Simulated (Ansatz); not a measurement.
**CH₃BFN (SMILES N=CBF): one structure at several levels**

The atoms stand at a frame of a short trajectory. How far do the functionals agree with CCSD(T) there?

The runs use Ansatz 0.2.0, Gaussian basis; single points in def2-TZVPP.

Correlated methods freeze the cores.

1 further run of the same task is left out (it didn't finish).

## (1) Where the work starts

SMILES `N=CBF`, 7 atoms, charge 0, spin multiplicity 1.

Atoms are counted from 1 here; the program's logs count them from 0.

Bond lengths: N1–C2 1.283 Å, N1–H5 1.026 Å, C2–B3 1.657 Å, C2–H6 1.191 Å, B3–F4 1.307 Å, B3–H7 1.200 Å. Angles: C2–N1–H5 111.7°, N1–C2–B3 113.6°, N1–C2–H6 110.8°, B3–C2–H6 135.6°, C2–B3–F4 112.2°, C2–B3–H7 133.6°, F4–B3–H7 114.2°.

As a file:

```xyz
7

N     0.49673    0.88108   -1.04137
C    -0.14985    0.77474    0.06159
B    -0.25964   -0.78245    0.61855
F     0.30695   -1.63702   -0.19216
H     0.84641   -0.02757   -1.36542
H    -0.55907    1.83631    0.41508
H    -0.68476   -1.27126    1.62834
```

## (2) PBE-D4/def2-TZVPP

Contents of run/in.yaml:

```yaml
crystal:
  periodic: [false, false, false]
  atoms:
    - {symbol: N, position_ang: [0.496731, 0.881078, -1.041365]}
    - {symbol: C, position_ang: [-0.149853, 0.774737, 0.061588]}
    - {symbol: B, position_ang: [-0.259642, -0.782454, 0.618548]}
    - {symbol: F, position_ang: [0.306945, -1.637025, -0.192157]}
    - {symbol: H, position_ang: [0.846408, -0.027566, -1.365421]}
    - {symbol: H, position_ang: [-0.559067, 1.836313, 0.415079]}
    - {symbol: H, position_ang: [-0.684765, -1.271263, 1.628344]}
basis:
  gaussian: {orbitals: def2-TZVPP}
hamiltonian: {xc: pbe, dispersion: d4}
output: {forces: true}
```

Run with:

```sh
$ ansatz run in.yaml --threads 2 --pin off --events-out ev --progress --plain --max-ram 3481MiB
```

## (3) r2SCAN-D4/def2-TZVPP

run/in.yaml, as its differences from that of step 2:

```diff
@@ -12,3 +12,3 @@
   gaussian: {orbitals: def2-TZVPP}
-hamiltonian: {xc: pbe, dispersion: d4}
+hamiltonian: {xc: r2scan, dispersion: d4}
 output: {forces: true}
```

## (4) PBE0-D4/def2-TZVPP

run/in.yaml, as its differences from that of step 3:

```diff
@@ -12,3 +12,3 @@
   gaussian: {orbitals: def2-TZVPP}
-hamiltonian: {xc: r2scan, dispersion: d4}
-output: {forces: true}
+hamiltonian: {xc: pbe0, dispersion: d4}
+output: {forces: true, orbitals: {seedname: orbitals}}
```

## (5) wB97M-V/def2-TZVPP

run/in.yaml, as its differences from that of step 4:

```diff
@@ -12,3 +12,3 @@
   gaussian: {orbitals: def2-TZVPP}
-hamiltonian: {xc: pbe0, dispersion: d4}
-output: {forces: true, orbitals: {seedname: orbitals}}
+hamiltonian: {xc: {name: wB97M-V}}
+output: {forces: true}
```

## (6) CCSD(T)/def2-TZVPP

run/in.yaml, as its differences from that of step 5:

```diff
@@ -12,3 +12,3 @@
   gaussian: {orbitals: def2-TZVPP}
-hamiltonian: {xc: {name: wB97M-V}}
+correlation: {method: ccsd_t}
 output: {forces: true}
```

(Steps that only read results are left out.)

**Question.** What will these runs give? Wanted: energy less free atoms, CCSD(T)/def2-TZVPP; RMS force component; RMS force error; HOMO and LUMO, PBE0-D4; T1 diagnostic.

**Answer**, as computed:

```
                                  quantity                                                             value
energy less free atoms, CCSD(T)/def2-TZVPP                                                   -641.5 kcal/mol
                       RMS force component                              0.742 to 0.807 eV/Å over the methods
                           RMS force error  PBE-D4 0.215, r2SCAN-D4 0.238, PBE0-D4 0.339, wB97M-V 0.316 eV/Å
                    HOMO and LUMO, PBE0-D4                                                -7.53 and -2.23 eV
                             T1 diagnostic                                                             0.013
```

What this shows: Against CCSD(T) the functionals' energies less atoms differ by -43.6 to -21.4 kcal/mol, PBE-D4 by -43.6 kcal/mol. A larger basis would deepen the CCSD(T) value, while the functionals are nearly converged already, so the order here is not reliable. For forces PBE-D4 does best and PBE0-D4 worst. Frozen-core CCSD(T) forces in triple zeta carry basis errors of their own, and this is one geometry, so small gaps rank nothing. The restricted Hartree–Fock reference is unstable towards an unrestricted one at one or more of these structures.
